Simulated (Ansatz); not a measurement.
# C2H6AlNOSi: the cost of one run

Method: RKS r2SCANh/6-31G*, in Ansatz 0.2.0.

## 1. The structure to begin with

Bond lengths: C1–C2 1.507 Å, C2–N3 1.257 Å, C2–Al4 1.935 Å, Al4–O5 1.908 Å, Al4–Si6 2.394 Å, O5–Si6 1.752 Å, C1–H7 1.063 Å, C1–H8 1.096 Å, C1–H9 1.184 Å, N3–H10 1.081 Å, Si6–H11 1.496 Å, Si6–H12 1.451 Å. Angles (14 of 20 angles, heavy atoms first): C1–C2–N3 119.7°, C1–C2–Al4 124.3°, N3–C2–Al4 115.9°, C2–Al4–O5 147.4°, C2–Al4–Si6 134.1°, O5–Al4–Si6 46.4°, Al4–O5–Si6 81.6°, Al4–Si6–O5 52.0°, C2–C1–H7 113.0°, C2–C1–H8 107.5°, C2–C1–H9 107.7°, C2–N3–H10 121.3°, Al4–Si6–H11 119.7°, Al4–Si6–H12 118.3°.

Structure file:

```xyz
12

C     0.6084   -0.9063    1.5078
C     1.1949   -0.2701    0.2741
N     2.4233   -0.0057    0.2326
Al    0.1622    0.2700   -1.2711
O    -1.2805   -0.1219   -2.4566
Si   -2.0255    1.1937   -1.5719
H     1.2705   -1.5939    1.9755
H    -0.3423   -1.3684    1.2193
H     0.3331   -0.0371    2.2639
H     3.0736   -0.2274    1.0667
H    -3.1698    0.6625   -0.7688
H    -2.1708    2.3496   -2.4375
```

## 2. End point A

Contents of input.yaml:

```yaml
crystal:
  periodic: [false, false, false]
  atoms:
    - { symbol: C, position_ang: [0.6084, -0.9063, 1.5078] }
    - { symbol: C, position_ang: [1.1949, -0.2701, 0.2741] }
    - { symbol: "N", position_ang: [2.4233, -0.0057, 0.2326] }
    - { symbol: Al, position_ang: [0.1622, 0.27, -1.2711] }
    - { symbol: O, position_ang: [-1.2805, -0.1219, -2.4566] }
    - { symbol: Si, position_ang: [-2.0255, 1.1937, -1.5719] }
    - { symbol: H, position_ang: [1.2705, -1.5939, 1.9755] }
    - { symbol: H, position_ang: [-0.3423, -1.3684, 1.2193] }
    - { symbol: H, position_ang: [0.3331, -0.0371, 2.2639] }
    - { symbol: H, position_ang: [3.0736, -0.2274, 1.0667] }
    - { symbol: H, position_ang: [-3.1698, 0.6625, -0.7688] }
    - { symbol: H, position_ang: [-2.1708, 2.3496, -2.4375] }
basis:
  gaussian: { orbitals: "6-31G*" }
hamiltonian:
  xc: r2scanh
relax:
  f_tol: 0.015
  max_steps: 40
```

Launch:

```console
$ ansatz run input.yaml --threads 2 --pin off --max-ram 3072MiB --backend cpu --events-out ev --progress --plain --runs-dir out
```

Q: Estimate wall time and peak memory on 2 threads of Intel Xeon 6975P-C (Granite Rapids), shared host.

About 62 s, with a peak of 0.29 GiB.
